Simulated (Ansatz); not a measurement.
Working through a comparison of dispersion corrections of Ge2H10SSi2, SMILES [SiH3]S[SiH2][GeH2][GeH3]

With the Ansatz DFT code, driven from Python.

The cells in order, each with its output:

In [1]:
```python
import ansatz as az
```

In [2]:
```python
geometry_ang = [
    ('Si', (3.2463, -0.526, -0.4022)),
    ('S', (1.4814, 0.6137, -0.8464)),
    ('Si', (0.446, -0.1395, 0.8773)),
    ('Ge', (-1.6808, 0.7628, 0.9341)),
    ('Ge', (-2.8016, 0.2222, -1.1091)),
    ('H', (3.771, -0.1342, 0.9147)),
    ('H', (2.9217, -1.9605, -0.3978)),
    ('H', (4.2661, -0.263, -1.4282)),
    ('H', (1.1704, 0.2394, 2.0998)),
    ('H', (0.3452, -1.6042, 0.7928)),
    ('H', (-1.5831, 2.3029, 1.0774)),
    ('H', (-2.4657, 0.1719, 2.1328)),
    ('H', (-2.8974, -1.3186, -1.248)),
    ('H', (-1.9943, 0.7977, -2.3005)),
    ('H', (-4.2251, 0.8354, -1.0967)),
]
system = az.Crystal.molecule()
for symbol, xyz in geometry_ang:
    system = system.atom(symbol, xyz)

calculation = system.calculation().basis(gaussian='def2-SVP')
for name in ['pbe', 'b3lyp']:
    for correction in ('d3bj', 'd4'):
        report = calculation.functional(name, dispersion=correction).run(threads=1, pin='off').report
        print(f'{name:8s} {correction:5s} total {report["free_energy_ev"]:.5f} eV, of which dispersion {1000 * report["dispersion"]["energy"]["ev"]:.2f} meV')
```
```text
pbe      d3bj  total -139738.46081 eV, of which dispersion -455.51 meV
pbe      d4    total -139738.47085 eV, of which dispersion -465.55 meV
b3lyp    d3bj  total -139773.75549 eV, of which dispersion -871.96 meV
b3lyp    d4    total -139773.64109 eV, of which dispersion -757.55 meV
```

Notes:
- Total energies depend on the basis set; only differences at equal settings carry meaning.
- The geometry is a force-field or estimated start, not a minimum of this method, and the basis set is short of its limit. D4 holds the three-body term, and d3bj doesn't.
- b3lyp holds the VWN-RPA fit, as in Gaussian; the form of ORCA and Turbomole is b3lyp5.
- Finished in 43 s on 1 thread of Arm Neoverse V2, with other jobs on the host, peak memory 0.57 GiB.
